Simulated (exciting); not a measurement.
# GaSb3 (Fm-3m) in exciting: reference runs

Reference runs on GaSb3: the cell as given.

Program: exciting (release sodium). These are calculated values, not measurements. Logs are shortened: lines on timing, memory, paths and dates and some standing lists are left out, and cuts for length are marked.

## (1) The crystal as given

Symmetry: Fm-3m, No. 225, cubic system. Conventional cell: a = 7.461 Å, b = 7.461 Å, c = 7.461 Å, α = 90.00°, β = 90.00°, γ = 90.00°. Around Sb (site symmetry m-3m) lie 8 Sb at 3.23 Å. Sb (site symmetry -43m) has 4 Sb at 3.23 Å and 4 Ga at 3.23 Å as nearest neighbours. Ga (site symmetry m-3m) is surrounded by 8 Sb at 3.23 Å.

The cell comes from a database or a generator and needn't be the stable form of this composition.

## (2) Single point, PBEsol

input.xml reads:

```xml
<input>
  <title>GaSb3</title>
  <structure speciespath="./" tshift="false">
    <crystal scale="1">
      <basevect>0.000000000000 7.049802831898 7.049802831898</basevect>
      <basevect>7.049802831898 0.000000000000 7.049802831898</basevect>
      <basevect>7.049802831898 7.049802831898 0.000000000000</basevect>
    </crystal>
    <species speciesfile="Sb.xml" rmt="2.3">
      <atom coord="0.500000000000 0.500000000000 0.500000000000"/>
      <atom coord="0.750000000000 0.750000000000 0.750000000000"/>
      <atom coord="0.250000000000 0.250000000000 0.250000000000"/>
    </species>
    <species speciesfile="Ga.xml" rmt="2">
      <atom coord="0.000000000000 0.000000000000 0.000000000000"/>
    </species>
  </structure>
  <groundstate do="fromscratch" ngridk="6 6 6" rgkmax="9" gmaxvr="14" lmaxapw="10" lmaxmat="10" lmaxvr="8" xctype="GGA_PBE_SOL" stype="Fermi Dirac" swidth="0.00183747" nempty="14" ValenceRelativity="iora*" epsengy="1e-05" epspot="1e-05" maxscl="60" tforce="true" outputlevel="normal"/>
</input>
```

Potentials or basis: all-electron LAPW+lo, shipped species files, valence relativity iora*.

On the command line:

```
OMP_NUM_THREADS=1 exciting_smp
```

INFO.OUT:

```text
================================================================================
EXCITING SODIUM started
[... 10 lines left out ...]

 Lattice vectors (cartesian) :
      0.0000000000      7.0498028319      7.0498028319
      7.0498028319      0.0000000000      7.0498028319
      7.0498028319      7.0498028319      0.0000000000

 Reciprocal lattice vectors (cartesian) :
     -0.4456284422      0.4456284422      0.4456284422
      0.4456284422     -0.4456284422      0.4456284422
      0.4456284422      0.4456284422     -0.4456284422

 Unit cell volume                           :     700.7464531589
 Brillouin zone volume                      :       0.3539799771

 Species :    1 (Sb)
     parameters loaded from                 :    Sb.xml
     name                                   :    antimony
     nuclear charge                         :     -51.00000000
     electronic charge                      :      51.00000000
     atomic mass                            :  221954.90190000
     muffin-tin radius                      :       2.30000000
     # of radial points in muffin-tin       :     400

     atomic positions (lattice) :
       1 :   0.50000000  0.50000000  0.50000000
       2 :   0.75000000  0.75000000  0.75000000
       3 :   0.25000000  0.25000000  0.25000000

 Species :    2 (Ga)
     parameters loaded from                 :    Ga.xml
     name                                   :    gallium
     nuclear charge                         :     -31.00000000
     electronic charge                      :      31.00000000
     atomic mass                            :  127097.25380000
     muffin-tin radius                      :       2.00000000
     # of radial points in muffin-tin       :     350

     atomic positions (lattice) :
       1 :   0.00000000  0.00000000  0.00000000

 Total number of atoms per unit cell        :       4

 Spin treatment                             :    spin-unpolarised

 Number of Bravais lattice symmetries       :      48
 Number of crystal symmetries               :      48

 k-point grid                               :       6    6    6
 Total number of k-points                   :      16
 k-point set is reduced with crystal symmetries

 R^MT_min * |G+k|_max (rgkmax)              :       9.00000000
 Species with R^MT_min                      :       2 (Ga)
 Maximum |G+k| for APW functions            :       4.50000000
 Maximum |G| for potential and density      :      14.00000000

 G-vector grid sizes                        :      45    45    45
 Total number of G-vectors                  :   32455

 Maximum angular momentum used for
     APW functions                          :      10
     computing H and O matrix elements      :      10
     potential and density                  :       8
     inner part of muffin-tin               :       2

 Total nuclear charge                       :    -184.00000000
 Total electronic charge                    :     184.00000000
 Total core charge                          :     126.00000000
 Total valence charge                       :      58.00000000

 Number of empty states                     :      14
 Total number of valence states             :      44

 Maximum Hamiltonian size                   :    1146
 Maximum number of plane-waves              :    1090
 Total number of local-orbitals             :      56

 Exchange-correlation type                  :      22
[... 23 lines left out ...]
+ SCF iteration number :    1                                                  +
++++++++++++++++++++++++++++++++++++++++++++++++++++++++++++++++++++++++++++++++
 Total energy                               :    -21377.89585722
 _______________________________________________________________
 Fermi energy                               :         0.27281554
 Kinetic energy                             :     22499.96762173
 Coulomb energy                             :    -43300.18302868
 Exchange energy                            :      -566.59924848
 Correlation energy                         :       -11.08120179
[... 476 lines left out ...]
 RMS change in effective potential (target) :  0.643205E-08  ( 0.100000E-04)
 Absolute change in total energy   (target) :  0.134141E-05  ( 0.100000E-04)
 Charge distance                   (target) :  0.100549E-08  ( 0.100000E-04)
 Abs. change in max-nonIBS-force   (target) :   0.00000      ( 0.500000E-04)

++++++++++++++++++++++++++++++++++++++++++++++++++++++++++++++++++++++++++++++++
| Convergency criteria checked for the last 2 iterations                       +
| Convergence targets achieved. Performing final SCF iteration                 +
++++++++++++++++++++++++++++++++++++++++++++++++++++++++++++++++++++++++++++++++
 Total energy                               :    -21385.13027979
 _______________________________________________________________
 Fermi energy                               :         0.26540384
 Kinetic energy                             :     22494.62438552
 Coulomb energy                             :    -43301.93978281
 Exchange energy                            :      -566.73261732
 Correlation energy                         :       -11.08226519

 DOS at Fermi energy (states/Ha/cell)       :       126.59519773

 Electron charges :
     core                                   :       126.00000000
     core leakage                           :         0.01728965
     valence                                :        58.00000000
     interstitial                           :        11.03030911
     charge in muffin-tin spheres :
                  atom     1    Sb          :        48.07247540
                  atom     2    Sb          :        48.08502695
                  atom     3    Sb          :        48.08502695
                  atom     4    Ga          :        28.72716159
     total charge in muffin-tins            :       172.96969089
     total charge                           :       184.00000000

++++++++++++++++++++++++++++++++++++++++++++++++++++++++++++++++++++++++++++++++
+ Self-consistent loop stopped                                                 +
++++++++++++++++++++++++++++++++++++++++++++++++++++++++++++++++++++++++++++++++
 STATE.OUT is written

--------------------------------------------------------------------------------
- Writing atomic positions and forces                                          -
--------------------------------------------------------------------------------

 Atomic positions (lattice) :
 atom     1  Sb  :     0.50000000    0.50000000    0.50000000
 atom     2  Sb  :     0.75000000    0.75000000    0.75000000
 atom     3  Sb  :     0.25000000    0.25000000    0.25000000
 atom     4  Ga  :     0.00000000    0.00000000    0.00000000

 Total atomic forces including IBS (cartesian) :
 atom     1  Sb  :     0.00000000    0.00000000   -0.00000000
 atom     2  Sb  :    -0.00000000    0.00000000    0.00000000
 atom     3  Sb  :     0.00000000   -0.00000000   -0.00000000
 atom     4  Ga  :    -0.00000000    0.00000000    0.00000000

 Atomic force components including IBS (cartesian) :
 atom     1  Sb  :     0.00000000    0.00000000    0.00000000   HF force
                 :    -0.00000000   -0.00000000   -0.00000000   core correction
                 :    -0.00000000    0.00000000    0.00000000   IBS correction
 atom     2  Sb  :     0.00000000   -0.00000000   -0.00000000   HF force
                 :    -0.00000000    0.00000000   -0.00000000   core correction
                 :     0.00000000   -0.00000000   -0.00000000   IBS correction
 atom     3  Sb  :    -0.00000000    0.00000000   -0.00000000   HF force
                 :     0.00000000   -0.00000000    0.00000000   core correction
                 :    -0.00000000    0.00000000   -0.00000000   IBS correction
 atom     4  Ga  :    -0.00000000    0.00000000    0.00000000   HF force
                 :    -0.00000000    0.00000000   -0.00000000   core correction
                 :    -0.00000000    0.00000000    0.00000000   IBS correction

********************************************************************************
[... 7 lines left out ...]
| EXCITING SODIUM stopped                                                      =
================================================================================
```

WARNINGS.OUT:

```text
Inversion symmetry is present. Consider using input%groundstate%solver%type = "inversionsymmetry"
```

Run time: 7.3 min. Hardware: 1 thread of Intel Xeon 6975P-C (Granite Rapids), shared host; peak memory 0.23 GiB.

Results:

* Free energy: -581919.0762 eV
* Band gap on the k mesh: none (metal or under the smearing width)
* All electrons inside the program's atomic spheres: Sb 48.07, 48.09; Ga 28.73 (radii Sb 2.3, Ga 2.0 bohr)

Caveat: the log's total energy holds no entropy term; the free energy is that total less TS from the occupations. The run has no spin-orbit coupling, so splittings on Sb are missing.
